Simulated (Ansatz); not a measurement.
# F₂OSW: up Jacob's ladder to CCSD(T)

The task here is to estimate one member of a computed series from the others.

The runs use Ansatz 0.2.0, Gaussian basis; functionals in def2-TZVPP, the program's frozen cores in correlated methods.

The runs, in order: LDA (SPW92), PBE-D4, revPBE-D4, BLYP-D4, r2SCAN-D4, B97M-V, PBE0-D4, B3LYP-D4, r2SCANh-D4, r2SCAN0-D4, HSE06-D4, BHLYP-D4, CAM-B3LYP-D4, LC-ωPBE, ωB97X-V, ωB97M-V, B2PLYP, PBE-QIDH; CCSD(T)/def2-SVP; CCSD(T)/def2-TZVPP; MP2/def2-QZVPP; extrapolation to the limit; RPA on PBE.

### The relaxed structure

The geometry comes from an earlier relaxation with PBE0-D4 in a triple-zeta def2 set; it is a stationary point. W takes the def2 core potential; no spin-orbit term is included.

SMILES `[O]=[W]([F])([F])=[S]`, 5 atoms, charge 0, spin multiplicity 1.

Atoms are counted from 1 here; the program's logs count them from 0.

Bond lengths: O1–W2 1.688 Å, W2–F3 1.845 Å, W2–F4 1.845 Å, W2–S5 2.120 Å. Angles: O1–W2–F3 108.8°, O1–W2–F4 108.8°, O1–W2–S5 107.5°, F3–W2–F4 113.4°, F3–W2–S5 109.1°, F4–W2–S5 109.1°.

Set-up of the first run:

Contents of in.yaml:

```yaml
crystal:
  periodic: [false, false, false]
  atoms:
    - {symbol: O, position_ang: [-0.715575, -0.490795, 1.474038]}
    - {symbol: W, position_ang: [0.017029, -0.094450, 0.006034]}
    - {symbol: F, position_ang: [1.815870, -0.491067, 0.112199]}
    - {symbol: F, position_ang: [-0.850995, -0.990346, -1.353492]}
    - {symbol: S, position_ang: [-0.216430, 1.993057, -0.280280]}
basis:
  gaussian: {orbitals: def2-TZVPP}
hamiltonian: {xc: lda}
output: {orbitals: {seedname: orbitals}}
```

Command:

```sh
> ansatz run in.yaml --threads 4 --pin off --events-out ev --progress --plain --max-ram 10444MiB
```

Among the steps run: LDA; PBE-D4 (GGA); revPBE-D4 (GGA); BLYP-D4 (GGA); r2SCAN-D4 (meta-GGA); B97M-V (meta-GGA); B3LYP-D4 (hybrid); r2SCANh-D4 (hybrid); r2SCAN0-D4 (hybrid); HSE06-D4 (hybrid); BHLYP-D4 (hybrid); CAM-B3LYP-D4 (range-separated); LC-ωPBE (range-separated); ωB97X-V (range-separated); ωB97M-V (range-separated); B2PLYP (double hybrid); PBE-QIDH (double hybrid).

One table of the session follows, with a row left open; its other results are not shown here.

It belongs to the step «Orbital energies across the functionals». 

```
  functional  HOMO (eV)  LUMO (eV)  gap (eV)
 LDA (SPW92)      -7.26      -3.96      3.30
      PBE-D4      -7.06      -3.69      3.36
   revPBE-D4          ?          ?         ?
     BLYP-D4      -6.90      -3.59      3.31
   r2SCAN-D4      -7.38      -3.66      3.71
      B97M-V      -7.41      -3.63      3.77
     PBE0-D4      -8.33      -2.98      5.36
    B3LYP-D4      -8.09      -3.20      4.89
  r2SCANh-D4      -7.84      -3.39      4.46
  r2SCAN0-D4      -8.54      -2.96      5.59
    HSE06-D4      -7.93      -3.35      4.58
    BHLYP-D4      -9.45      -2.12      7.34
CAM-B3LYP-D4      -9.61      -1.92      7.69
     LC-ωPBE     -10.89      -0.75     10.14
     ωB97X-V     -10.56      -0.82      9.74
     ωB97M-V     -10.41      -0.83      9.58
```

Estimate the missing values for revPBE-D4.

The run gave: HOMO (eV): -6.98; LUMO (eV): -3.59; gap (eV): 3.39. In the column «HOMO (eV)» it lies between PBE-D4 (-7.06) and BLYP-D4 (-6.90).
